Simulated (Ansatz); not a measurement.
# F3Ge2H3: the cost of one run

Program: Ansatz 0.2.0. Level of theory: RKS PBE/def2-SVP. These are calculated values, not measurements.

## Step 1: The system as given

Bond lengths: Ge1–F2 1.680 Å, Ge1–F3 1.680 Å, Ge1–F4 1.679 Å, Ge1–Ge5 2.398 Å, Ge5–H6 1.550 Å, Ge5–H7 1.550 Å, Ge5–H8 1.550 Å. Angles: F2–Ge1–F3 109.4°, F2–Ge1–F4 109.5°, F2–Ge1–Ge5 109.5°, F3–Ge1–F4 109.5°, F3–Ge1–Ge5 109.5°, F4–Ge1–Ge5 109.5°, Ge1–Ge5–H6 109.5°, Ge1–Ge5–H7 109.5°, Ge1–Ge5–H8 109.5°, H6–Ge5–H7 109.4°, H6–Ge5–H8 109.4°, H7–Ge5–H8 109.4°.

Coordinates:

```xyz
8

Ge    0.0000    0.0000    0.0000
F     0.0000    0.0000    1.6800
F     1.5842    0.0000   -0.5594
F    -0.7913    1.3709   -0.5594
Ge   -1.1304   -1.9584   -0.7992
H    -1.8281   -2.6730    0.3861
H    -2.1918   -1.5497   -1.8522
H    -0.1029   -2.9200   -1.4487
```

## Step 2: Preparing the start

Contents of input.yaml:

```yaml
crystal:
  periodic: [false, false, false]
  atoms:
    - { symbol: Ge, position_ang: [0.0, 0.0, 0.0] }
    - { symbol: F, position_ang: [0.0, 0.0, 1.68] }
    - { symbol: F, position_ang: [1.5842, 0.0, -0.5594] }
    - { symbol: F, position_ang: [-0.7913, 1.3709, -0.5594] }
    - { symbol: Ge, position_ang: [-1.1304, -1.9584, -0.7992] }
    - { symbol: H, position_ang: [-1.8281, -2.673, 0.3861] }
    - { symbol: H, position_ang: [-2.1918, -1.5497, -1.8522] }
    - { symbol: H, position_ang: [-0.1029, -2.92, -1.4487] }
basis:
  gaussian: { orbitals: def2-SVP }
hamiltonian:
  xc: pbe
relax:
  f_tol: 0.02
  max_steps: 40
```

Started as:

```console
$ ansatz run input.yaml --threads 4 --pin off --max-ram 5120MiB --backend cpu --events-out ev --progress --plain --runs-dir out
```

What time and memory should one allow on 4 threads of Arm Neoverse V2, shared host?

About 23 s, with a peak of 0.19 GiB.
